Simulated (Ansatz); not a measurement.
# C2H4AlFO: shift of H9 from C4 to Al2, part 3 of 3

Aim: the minimum-energy path and barrier of the shift of H9 from C4 to Al2. The ends are relaxed first, then joined by a nudged elastic band. SMILES of the start: [CH3][Al]1[O][CH]1F.

Ansatz 0.2.0; RKS r2SCAN/def2-SVP. Earlier steps stand in the parts before.

## Step 8: What the band shows

The run ended unconverged after 6 band iterations. The table shows its last band, which is no minimum-energy path. The 7 inner images lie between the fixed ends 0 and 8. Energy is taken from image 0, and the path length is the program's own coordinate along the band.

| image | path (Å) | energy (eV) | H9–C4 (Å) | H9–Al2 (Å) | band force (eV/Å) |
| --- | --- | --- | --- | --- | --- |
| 0 | 0.000 | 0.0000 | 1.10 | 2.76 | - |
| 1 | 0.505 | 0.0984 | 1.10 | 2.65 | 0.196 |
| 2 | 1.011 | 0.7187 | 1.13 | 2.33 | 0.294 |
| 3 | 1.516 | 2.1622 | 1.53 | 2.02 | 1.219 |
| 4 | 2.013 | 1.2700 | 1.82 | 1.71 | 2.340 |
| 5 | 2.439 | 0.1759 | 2.28 | 1.63 | 0.622 |
| 6 | 2.866 | -0.3425 | 2.63 | 1.59 | 0.276 |
| 7 | 3.293 | -0.5524 | 2.86 | 1.58 | 0.090 |
| 8 | 3.720 | -0.5958 | 2.99 | 1.58 | - |

image, energy (eV) and a bar:
```
        0      0.000 ######
        1      0.098 ########
        2      0.719 ##############
        3      2.162 ##############################
        4      1.270 ####################
        5      0.176 ########
        6     -0.343 ###
        7     -0.552 
        8     -0.596
```

## Step 9: Dynamics from the top

It starts at the highest inner image of the first converged band: 200 steps of 0.5 fs at constant energy, with velocities drawn for 300 K.

File input.yaml:

```yaml
crystal:
  periodic: [false, false, false]
  atoms:
    - { symbol: C, position_ang: [-0.708286, -1.084119, -1.223404] }
    - { symbol: Al, position_ang: [0.181311, 0.140155, -0.033935] }
    - { symbol: O, position_ang: [1.781289, 0.628725, 0.77555] }
    - { symbol: C, position_ang: [0.72023, 1.410194, 1.113459] }
    - { symbol: F, position_ang: [0.929993, 2.378712, 1.983318] }
    - { symbol: H, position_ang: [-1.79723, -0.919653, -1.211336] }
    - { symbol: H, position_ang: [-0.356748, -0.942455, -2.258047] }
    - { symbol: H, position_ang: [-0.516004, -2.131601, -0.941678] }
    - { symbol: H, position_ang: [-0.146153, 0.47374, 1.778973] }
basis:
  gaussian: { orbitals: def2-SVP }
hamiltonian:
  xc: r2scan
md:
  timestep: 0.5
  n_steps: 200
  ensemble: nve
  temperature: 300.0
  initial_velocities: maxwell_boltzmann
  seed: 12072
```

Launch:

```
$ ansatz run input.yaml --threads 2 --pin off --max-ram 3072MiB --backend cpu --events-out ev --progress --plain --runs-dir out
```

Standard output, cut to the lines that bear on the results:

```text
Warning: RAYON_NUM_THREADS=2 ignored (pool sized by the plan → 2); use --threads N
[...]
Functional definition: r2SCAN
[...]
1032 factors; their error is unknown
[...]
mean field -13486.05439221 eV, -495.6033577377 hartree, gradient 4.0e-5 eV, S^2 0.000000; 0 other end points of the search recorded, 0 dependent functions left out
[...]
reference -13486.05440273 eV, -495.6033581242 hartree; 23, 23 occupied and 71, 71 virtual orbitals, 1032 factors
[...]
md step    96: t =    48.00 fs  T =  1105.0 K  F+E_penalty+E_count = -13486.78398463 eV  E_kin = 0.999798 eV  conserved = -13485.78418676 eV  (32 SCF iters)
md step    97: t =    48.50 fs  T =  1139.2 K  F+E_penalty+E_count = -13486.81544094 eV  E_kin = 1.030795 eV  conserved = -13485.78464591 eV  (31 SCF iters)
md step    98: t =    49.00 fs  T =  1145.6 K  F+E_penalty+E_count = -13486.82109541 eV  E_kin = 1.036571 eV  conserved = -13485.78452456 eV  (33 SCF iters)
```

## Step 10: The output, continued: dynamics from the highest image of the converged band

Output, continued, cut to the lines that bear on the results:

```text
md step    99: t =    49.50 fs  T =  1128.2 K  F+E_penalty+E_count = -13486.80447889 eV  E_kin = 1.020836 eV  conserved = -13485.78364310 eV  (33 SCF iters)
[...]
md step   124: t =    62.00 fs  T =  1431.8 K  F+E_penalty+E_count = -13487.07681622 eV  E_kin = 1.295558 eV  conserved = -13485.78125815 eV  (31 SCF iters)
[...]
Atom 5 at    -0.470649    -1.724685    -1.037512 Å, force     0.094822    -0.300651    -0.462297 eV/Å
Atom 6 at    -1.383485    -0.552834    -2.025952 Å, force     0.407102     0.177665     0.489777 eV/Å
Atom 7 at     0.422285    -0.625472    -2.177274 Å, force    -0.151031    -0.175365     0.203502 eV/Å
Atom 8 at     1.475969     1.146477     2.830656 Å, force    -1.970281     0.146374    -1.868537 eV/Å
Dipole moment:    -0.353741    -0.421796    -0.362029 e Å
```

Wall time 9.3 min (2 threads of Arm Neoverse V1, shared host); peak memory 0.15 GiB.

## Step 11: What the atoms did

One step in 11; energies are changes from step 0:

| time (fs) | T (K) | potential energy change (meV/atom) | total energy change (meV/atom) | H9–C4 (Å) | H9–Al2 (Å) |
| --- | --- | --- | --- | --- | --- |
| 0.0 | 300 | 0.0 | 0.00 | 1.44 | 1.87 |
| 5.5 | 171 | 13.0 | 0.05 | 1.45 | 1.97 |
| 11.0 | 300 | 0.0 | 0.01 | 1.27 | 1.94 |
| 16.5 | 471 | -17.1 | 0.07 | 1.09 | 2.00 |
| 22.0 | 953 | -65.6 | 0.07 | 1.25 | 2.32 |
| 27.5 | 1450 | -115.6 | -0.02 | 1.04 | 2.45 |
| 33.0 | 1353 | -105.8 | 0.04 | 1.20 | 2.83 |
| 38.5 | 1048 | -75.3 | -0.06 | 1.05 | 2.93 |
| 44.0 | 831 | -53.3 | 0.09 | 1.20 | 3.18 |
| 49.5 | 1128 | -83.3 | -0.08 | 1.05 | 3.08 |
| 55.0 | 1268 | -97.2 | 0.04 | 1.20 | 3.14 |
| 60.5 | 1474 | -118.2 | -0.15 | 1.07 | 2.88 |
| 66.0 | 1543 | -125.0 | -0.04 | 1.17 | 2.78 |
| 71.5 | 1001 | -70.6 | -0.14 | 1.06 | 2.59 |
| 77.0 | 805 | -50.7 | 0.08 | 1.17 | 2.72 |
| 82.5 | 1480 | -118.8 | -0.14 | 1.05 | 2.76 |
| 88.0 | 1624 | -133.2 | 0.00 | 1.19 | 3.03 |
| 93.5 | 1232 | -93.7 | -0.09 | 1.06 | 2.99 |
| 99.0 | 1095 | -79.9 | 0.05 | 1.19 | 3.11 |
| 100.0 | 1089 | -79.3 | 0.09 | 1.21 | 3.13 |

time (fs), T (K) and a bar:
```
      0.0        300 ###
      4.5        180 
      8.5        168 
     13.0        321 ###
     17.5        593 ########
     21.5        915 ##############
     26.0       1447 #########################
     30.5       1561 ###########################
     35.0       1184 ###################
     39.0        969 ###############
     43.5        865 #############
     48.0       1105 ##################
     52.0       1249 #####################
     56.5       1198 ####################
     61.0       1456 #########################
     65.0       1641 ############################
     69.5       1222 ####################
     74.0        733 ###########
     78.5        874 ##############
     82.5       1480 #########################
     87.0       1731 ##############################
     91.5       1392 #######################
     95.5       1058 #################
    100.0       1089 ##################
```

Bonds that form or break, judged by distance (formed within 1.15 times the sum of covalent radii and held on average over 12 fs, broken when stretched by half; pairs already stretched at the start don't count as bonds):

| time (fs) | bond | event |
| --- | --- | --- |
| 12.5 | C4–H9 | forms |

The last frame stands with the bonds of end A.

## Step 12: A trajectory let go at the top

It starts at the highest inner image of the first converged band: 200 steps of 0.5 fs at constant energy, with velocities drawn for 100 K.

Edit input.yaml of step 9 so:

```diff
@@ -20,4 +20,4 @@
   ensemble: nve
-  temperature: 300.0
+  temperature: 100.0
   initial_velocities: maxwell_boltzmann
-  seed: 12072
+  seed: 12073
```

Launch:

```
$ ansatz run input.yaml --threads 2 --pin off --max-ram 3072MiB --backend cpu --events-out ev --progress --plain --runs-dir out
```

Standard output, cut to the lines that bear on the results:

```text
Warning: RAYON_NUM_THREADS=2 ignored (pool sized by the plan → 2); use --threads N
[...]
[... 1 set-up line as earlier in the session ...]
[...]
1032 factors; their error is unknown
[...]
mean field -13486.05439221 eV, -495.6033577377 hartree, gradient 4.0e-5 eV, S^2 0.000000; 0 other end points of the search recorded, 0 dependent functions left out
[...]
reference -13486.05440273 eV, -495.6033581242 hartree; 23, 23 occupied and 71, 71 virtual orbitals, 1032 factors
[...]
md step    96: t =    48.00 fs  T =   803.1 K  F+E_penalty+E_count = -13486.69032510 eV  E_kin = 0.726673 eV  conserved = -13485.96365258 eV  (32 SCF iters)
md step    97: t =    48.50 fs  T =   826.8 K  F+E_penalty+E_count = -13486.71180657 eV  E_kin = 0.748133 eV  conserved = -13485.96367372 eV  (31 SCF iters)
md step    98: t =    49.00 fs  T =   854.6 K  F+E_penalty+E_count = -13486.73698795 eV  E_kin = 0.773254 eV  conserved = -13485.96373349 eV  (33 SCF iters)
```

## Step 13: More of the same log: dynamics from the highest image of the converged band

The log, continued, cut to the lines that bear on the results:

```text
md step    99: t =    49.50 fs  T =   885.4 K  F+E_penalty+E_count = -13486.76494680 eV  E_kin = 0.801120 eV  conserved = -13485.96382640 eV  (33 SCF iters)
[...]
md step   124: t =    62.00 fs  T =  1113.9 K  F+E_penalty+E_count = -13486.97185340 eV  E_kin = 1.007843 eV  conserved = -13485.96401002 eV  (33 SCF iters)
[...]
Atom 5 at    -1.391180    -0.901133    -1.828801 Å, force     0.136779     0.150094     0.190556 eV/Å
Atom 6 at     0.298102    -0.322686    -2.193697 Å, force    -0.153119    -0.307767     0.174842 eV/Å
Atom 7 at     0.010607    -1.708625    -1.046942 Å, force    -0.010354    -0.060601    -0.631226 eV/Å
Atom 8 at     1.516494     1.109974     2.738141 Å, force    -0.443914    -0.318362    -0.358103 eV/Å
Dipole moment:    -0.291387    -0.403192    -0.304087 e Å
```

Wall time 9.9 min (2 threads of Arm Neoverse V1, shared host); peak memory 0.15 GiB.

## Step 14: What the atoms did

One step in 15; energies are changes from step 0:

| time (fs) | T (K) | potential energy change (meV/atom) | total energy change (meV/atom) | H9–C4 (Å) | H9–Al2 (Å) |
| --- | --- | --- | --- | --- | --- |
| 0.0 | 100 | 0.0 | 0.00 | 1.44 | 1.87 |
| 7.5 | 48 | 5.3 | 0.06 | 1.41 | 1.90 |
| 15.0 | 194 | -9.4 | 0.03 | 1.24 | 1.94 |
| 22.5 | 752 | -65.6 | 0.00 | 1.13 | 2.21 |
| 30.0 | 1506 | -141.4 | -0.05 | 1.09 | 2.52 |
| 37.5 | 1150 | -105.6 | 0.02 | 1.16 | 2.90 |
| 45.0 | 728 | -63.1 | 0.01 | 1.10 | 3.10 |
| 52.5 | 1032 | -93.8 | -0.03 | 1.08 | 3.14 |
| 60.0 | 957 | -86.1 | 0.07 | 1.17 | 3.08 |
| 67.5 | 1497 | -140.5 | -0.11 | 1.10 | 2.77 |
| 75.0 | 808 | -71.1 | 0.01 | 1.07 | 2.57 |
| 82.5 | 1108 | -101.3 | 0.00 | 1.13 | 2.66 |
| 90.0 | 1579 | -148.8 | -0.09 | 1.13 | 2.90 |
| 97.5 | 886 | -78.9 | 0.10 | 1.07 | 3.05 |
| 100.0 | 999 | -90.5 | -0.06 | 1.12 | 3.11 |

time (fs), T (K) and a bar:
```
      0.0        100 #
      4.5         67 
      8.5         51 
     13.0        118 #
     17.5        309 #####
     21.5        643 ###########
     26.0       1121 ####################
     30.5       1524 ############################
     35.0       1424 ##########################
     39.0       1011 ##################
     43.5        720 ############
     48.0        803 ##############
     52.0       1020 ##################
     56.5       1045 ###################
     61.0       1017 ##################
     65.0       1347 ########################
     69.5       1424 ##########################
     74.0        958 #################
     78.5        626 ###########
     82.5       1108 ####################
     87.0       1657 ##############################
     91.5       1376 #########################
     95.5        991 ##################
    100.0        999 ##################
```

The last frame stands with the bonds of end A.

## Step 15: Results

This closing draws on all 3 parts.

| quantity | value |
| --- | --- |
| end A | 7 moves, 1.023 eV lower |
| end B | 15 moves, 3.172 eV lower |
| first band: barrier forwards | 1.85 eV |
| first band: barrier backwards | 2.45 eV |
| first band: second end relative to first | -0.596 eV |
| first band: highest image | 3 of 0 to 8, climbing |
| first band: band iterations | 18 |
| imaginary modes at the top | 987i cm⁻¹ |
| second band | not converged, 6 iterations, 7 inner images, none climbing |
| time, first and second band | 6.1 min and 2.1 min |
| trajectory at 300 K, after 100 fs | with the bonds of end A, at 1089 K |
| trajectory at 100 K, after 100 fs | with the bonds of end A, at 999 K |

In words: In the first band: along this path the system climbs 1.85 eV from the first end (72 kT at 300 K). Going back costs 2.45 eV, since the second end is 0.60 eV below the first. By distance, end A alone has C4–H9 and end B alone has Al2–H9. One imaginary mode, as a first-order saddle point has. As for the second band: the cap on iterations is too low for the band to settle. These are electronic energies, with no zero-point or thermal terms. Tunnelling, which matters where hydrogen moves, is missing too. Semilocal functionals tend to give barriers that are too low.
